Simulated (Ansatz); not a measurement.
# ZrH4: the cost of one run

Program: Ansatz 0.2.0. Level of theory: DFT PBE, scalar-relativistic, plane waves, PAW, unless a step names another level. These are calculated values, not measurements.

20 further runs of the same task are left out: 20 set aside as unsound or not needed.

## 1. Plan

Pauling electronegativities: Zr 1.33, H 2.20 (spread 0.87). The formula balances with common oxidation states: Zr +4, H -1. Tabulated atomic sizes suggest about 9 Å³/atom. 41 candidates were drawn, by swapping species into database cells of other compounds, at random by space group and Wyckoff sites, or by hand, as the table says:

```tsv
name	made from	space group no.	Wyckoff sites	atoms (primitive cell)	V (Å³/atom)
c01	random	191	Zr 1a; H 3f, 1b	5	11.2
c02	database cell of CrP4	15	Zr 4e; H 8f, 8f	10	7.8
c03	random	174	Zr 1a; H 3j, 1c	5	10.8
c04	random	1	Zr 1a; H 1a, 1a, 1a, 1a	5	10.0
c05	random	191	Zr 1a, 1b; H 3f, 3g, 2e	10	10.5
c06	database cell of FeCl4	65	Zr 2c; H 4j, 4g	5	9.4
c07	random	38	Zr 2b; H 4e, 4e	5	9.2
c08	random	38	Zr 2b; H 8f	5	10.0
c09	random	183	Zr 1a; H 2b, 1a, 1a	5	9.3
c10	random	81	Zr 1d; H 4h	5	9.9
c11	database cell of Fe4N	221	Zr 1b; H 3c, 1a	5	8.5
c12	database cell of YbGa4	12	Zr 2a; H 4i, 4h	5	9.9
c13	database cell of NbF4	139	Zr 2a; H 4c, 4e	5	10.4
c14	database cell of OsO4	5	Zr 2a; H 4c, 4c	5	12.8
c15	database cell of ScAu4	87	Zr 2a; H 8h	5	8.6
c16	random	71	Zr 2d; H 2b, 4j, 2c	5	11.0
c17	database cell of VFe4	69	Zr 4a; H 8i, 8i	5	9.6
c18	random	229	Zr 2a; H 8c	5	11.7
c19	random	221	Zr 1a; H 3c, 1b	5	10.3
c20	random	71	Zr 4f; H 4i, 8n, 4j	10	10.7
c21	random	79	Zr 2a; H 8c	5	11.3
c22	database cell of CdP4	14	Zr 2a; H 4e, 4e	10	9.5
c23	database cell of EuAl4	139	Zr 2a; H 4d, 4e	5	10.8
c24	random	2	Zr 1b, 1e; H 1f, 1h, 1g, 2i, 2i, 1c	10	11.5
c25	random	30	Zr 2b; H 4c, 2a, 2b	10	10.6
c26	random	2	Zr 1b; H 1d, 1c, 1h, 1a	5	10.4
c27	random	191	Zr 1b; H 3g, 1a	5	10.3
c28	random	191	Zr 2d; H 6i, 2c	10	10.6
c29	database cell of Ir4Os	166	Zr 3a; H 6c, 6c	5	9.7
c30	random	12	Zr 2a; H 4i, 4g	5	11.7
c31	random	2	Zr 1b; H 1c, 2i, 1f	5	10.1
c32	database cell of Sn4Ir	68	Zr 4a; H 16i	10	8.8
c33	database cell of Fe4N	215	Zr 1a; H 4e	5	9.4
c34	database cell of SnH4	63	Zr 4c; H 4c, 4c, 8f	10	10.6
c35	database cell of MnB4	12	Zr 2a; H 8j	5	8.0
c36	random	132	Zr 2d; H 4g, 4j	10	11.8
c37	database cell of La4Mg	139	Zr 2a; H 4e, 4e	5	11.8
c38	random	123	Zr 1a; H 2e, 2h	5	9.2
c39	random	38	Zr 2b; H 4e, 4c	5	10.1
c40	random	71	Zr 2a; H 8n	5	10.5
c41	database cell of SnH4	11	Zr 2e; H 2e, 2e, 2e, 2e	10	9.5
```

## 2. Screening run of c21

input.yaml reads:

```yaml
crystal:
  lattice:
    - [-2.85344893, 2.85344893, 1.74137093]
    - [2.85344893, -2.85344893, 1.74137093]
    - [2.85344893, 2.85344893, -1.74137093]
  atoms:
    - { symbol: Zr, position: [0.9180871, 0.9180871, 0.0] }
    - { symbol: H, position: [0.14457948, 0.36098752, 0.53566653] }
    - { symbol: H, position: [0.82532099, 0.60891295, 0.46433347] }
    - { symbol: H, position: [0.36098752, 0.82532099, 0.21640804] }
    - { symbol: H, position: [0.60891295, 0.14457948, 0.78359196] }
basis:
  ecutwfc: 420
kpoints:
  mp_grid: { grid: [4, 4, 4] }
hamiltonian:
  xc: pbe
scf:
  occupations: { method: gaussian, width: 0.15 }
  lower_state_search: "off"
output:
  forces: true
  stress: true
  eigenvalues: true
relax:
  adjacent_minimum: "off"
  f_tol: 0.08
  max_steps: 16
  cell: { stress_tol: 0.8 }
```

Command:

```
$ ansatz run input.yaml --threads 1 --pin off --max-ram 2560MiB --backend cpu --events-out ev --progress --plain --runs-dir out
```

Q: Estimate wall time and peak memory on 1 thread of AMD EPYC 9R45 (Zen 5), shared host.

About 4.3 s, with a peak of 0.38 GiB.
